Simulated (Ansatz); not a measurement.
# GeH2 (triplet): the correlation ladder, aug-cc-pVDZ

The task here is to estimate one member of a computed series from the others.

Program: Ansatz 0.2.0, Gaussian basis. Level of theory: aug-cc-pVDZ, core rule «outside noble gas», up to 14 orbitals frozen. These are calculated values, not measurements.

To be run: UHF; CCSD(T) on ROHF; CCSD(T) on UHF; BCCD(T) on ROHF; CISD; CCSDT(Q) on ROHF; CCSDT(Q) on UHF; CASSCF and MRCISD+Q, 6 electrons in 6 orbitals; CASSCF and NEVPT2, 6 electrons in 6 orbitals.

16 further runs of the same task are left out: 6 that didn't finish, 10 set aside as unsound or not needed.

## The system

The geometry is a PBE0/def2-TZVP stationary point (not a proven minimum) of the parent state, kept for this charge and spin. No spin-orbit coupling is included. The filled d shell of Ge may be among the frozen orbitals whatever the setting's name suggests; the logs give the count.

3 atoms, charge 0, spin multiplicity 3.

Atoms are counted from 1 here; the program's logs count them from 0.

Bond lengths: Ge1–H2 1.552 Å, Ge1–H3 1.552 Å. Angles: H2–Ge1–H3 120.9°.

Set-up of the first run:

Contents of in.yaml:

```yaml
crystal:
  periodic: [false, false, false]
  atoms:
    - {symbol: Ge, position_ang: [0.000000, -0.020660, 0.000000]}
    - {symbol: H, position_ang: [0.000000, 0.744460, -1.349862]}
    - {symbol: H, position_ang: [0.000000, 0.744460, 1.349862]}
basis:
  gaussian: {orbitals: aug-cc-pVDZ}
magnetization: {spin_polarized: true, initial_magnetization: 2}
hamiltonian: {xc: hf}
output: {orbitals: {seedname: orbitals}}
```

The run is started by

```sh
$ ansatz run in.yaml --threads 1 --pin off --events-out ev --progress --plain --max-ram 2393MiB
```

Among the steps run: UHF; CCSD(T) on ROHF; CCSD(T) on UHF; BCCD(T) on ROHF; CISD; CCSDT(Q) on ROHF; CCSDT(Q) on UHF; CASSCF and MRCISD+Q, 6 electrons in 6 orbitals; CASSCF and NEVPT2, 6 electrons in 6 orbitals.

One of the session's tables, all rows but one given; the rest of the session is left out.

| method | from UCCSDT(Q) (meV) |
| --- | --- |
| ROHF | +2713.5 |
| UHF | ? |
| RMP2 | +682.6 |
| UMP2 | +669.6 |
| CISD | +149.3 |
| RCCSD | +88.2 |
| UCCSD | +77.0 |
| RCCSD(T) | +29.5 |
| UCCSD(T) | +19.0 |
| BCCD(T) | +29.4 |
| RCCSDT | +11.7 |
| UCCSDT | +1.2 |
| RCCSDT(Q) | +10.5 |
| UCCSDT(Q) | 0 |
| CASSCF valence | +1823.5 |
| NEVPT2 valence | +566.4 |
| MRCISD valence | +89.2 |
| MRCISD+Q valence | +14.6 |

Q: Estimate the row for UHF from the others.

As computed: from UCCSDT(Q) (meV): +2653.6. In the column «from UCCSDT(Q) (meV)» it lies between CASSCF valence (+1823.5) and ROHF (+2713.5).

Among the levels timed on like hardware and quicker than the yardstick, those that no quicker one beats, quickest first: CISD (1.3 s, +149.3 meV); BCCD(T) (1.7 s, +29.4 meV); MRCISD+Q valence (2.3 s, +14.6 meV).

Caveats from the session: Of the multireference levels listed MRCISD+Q valence comes nearest in total energy (+14.6 meV), which doesn't show that its space is the better one. Restricted and unrestricted rows rest on different reference determinants; where their highest levels disagree by more than a few hundredths of an eV, they describe different states and don't form one ladder.
